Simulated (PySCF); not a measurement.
# C4H8Se: the cost of one run

Programs: PySCF 2.14.0, with density-fitted response routines of our own. Each step states its level of theory. These are calculated values for one molecule, in the gas phase or a continuum, unless marked as measured. Atoms count from 0, in the outputs and in this text.

## 1. The molecule as given

13 atoms, charge 0, multiplicity 1; geometry from: GFN2-xTB. The atoms were then displaced at random by about 0.01 Å, so the start is not that level's minimum.

Bonds of the start (Å): C0–C1 1.31, C1–Se2 1.90, Se2–C3 1.94, C3–C4 1.53, C0–H5 1.10, C0–H6 1.08, C1–H7 1.09, C3–H8 1.05, C3–H9 1.11, C4–H10 1.08, C4–H11 1.10, C4–H12 1.10.

## 2. Optimising the geometry at PBE0-D3(BJ)/def2-SVP

What the job is given:

```
{"job": {"xc": "PBE0", "basis": "def2-SVP", "d3": "d3bj", "grid": 1, "shake": 0.01, "kind": "geom"}, "charge": 0, "multiplicity": 1}
C      1.912790     0.666380    -0.020800
C      1.715950    -0.335310     0.793390
Se     0.248190    -1.547810     0.850830
C     -0.910500    -0.812180    -0.516880
C     -1.705960     0.401810    -0.047390
H      1.177950     0.964720    -0.789920
H      2.783070     1.305940     0.038460
H      2.472070    -0.576600     1.543790
H     -0.336070    -0.598930    -1.374010
H     -1.628990    -1.635410    -0.737700
H     -2.351350     0.780250    -0.826080
H     -1.014420     1.201890     0.268430
H     -2.356930     0.168370     0.807560
```

The run is started by

```sh
> OMP_NUM_THREADS=1 python probes_run.py task.json out
```

This one command runs all jobs of the session in turn.

**Question.** How long does this first job take on 1 thread of Arm Neoverse V1, shared host, and how much memory does it need?

About 57 s, with a peak of 0.53 GiB.
